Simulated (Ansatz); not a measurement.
# TiO2, space group R-3m: a single point from an input typed as a dict

Program: the Python package of Ansatz (0.2.0).

Run as a notebook:

In [1]:
```python
import ansatz as az
```

In [2]:
```python
settings = {
    "crystal": {
        "lattice": [
            [1.497331, 0.864485, 6.981544],
            [-1.497331, 0.864485, 6.981544],
            [0.0, -1.728969, 6.981544],
        ],
        "atoms": [
            {"symbol": "Ti", "position": [0.0, 0.0, 0.0]},
            {"symbol": "O", "position": [0.620467, 0.620467, 0.620467]},
            {"symbol": "O", "position": [0.379533, 0.379533, 0.379533]},
        ],
    },
    "kpoints": {"mp_grid": {"grid": [7, 7, 7]}},
    "hamiltonian": {"xc": "r2scan", "pseudopotentials": {"kind": "nc"}},
    "scf": {"occupations": {"method": "cold", "width": 0.01}},
    "basis": {"ecutwfc": 560},
    "output": {"forces": True, "stress": True, "eigenvalues": True},
}
```

In [3]:
```python
outcome = az.Session.from_dict(settings).plan().execute()
r = outcome.report
```
```text
DeckWarning: basis.ecutwfc = 560 eV is below the records' recommended 1290 eV, and the density's cutoff is lower with it unless basis.ecutrho_ratio is high enough to keep the records' density cutoff: compare with a run at a higher cutoff
```

In [4]:
```python
r["mixing_algorithm"], r["preconditioner"], r["eigensolver"]
```
Out [4]:
```text
('MSR1', 'none', 'band_cg')
```

In [5]:
```python
print(f"free energy      {r['free_energy_ev']:.5f} eV")
print(f"per atom         {r['free_energy_ev'] / len(outcome.lattice.sites):.5f} eV")
print(f"SCF iterations   {r['n_iterations']}  (converged: {r['converged']})")
```
```text
free energy      -2691.62954 eV
per atom         -897.20985 eV
SCF iterations   8  (converged: True)
```

In [6]:
```python
gap = None if "band_edges_ev" not in r else r["band_edges_ev"][1] - r["band_edges_ev"][0]
print("gap on the k mesh:", "withheld (metal, or smearing too wide to tell)" if gap is None else f"{gap:.3f} eV")
print("lowest empty less highest filled band, by band count:", round(r["gap_by_band_count_ev"], 3), "eV")
```
```text
gap on the k mesh: 3.751 eV
lowest empty less highest filled band, by band count: 3.751 eV
```

Notes:
- These settings explore the input space; cutoff and mesh may be short of convergence.
- The cutoff lies under the one recommended for these potentials.
- Spin is left out of this run.
- Along an axis with an odd division the mesh misses the point at one half; a gap read on a finite mesh is an upper bound on this functional's gap.
- Semilocal gaps usually lie well under measured ones.
- Such functionals run on norm-conserving files made under PBE, which can move pressures by some GPa.
- The structure comes from a database of computed cells and needn't be a stable or known phase.
- Gaps and levels are Kohn-Sham values on a finite set of k-points.
- Warnings are shown shortened and without file and line.
- Finished in 5.8 s on 1 thread of Arm Neoverse V2, on a shared host, peak memory 0.48 GiB.

(Lines on the test bed's own set-up are left out of the output.)
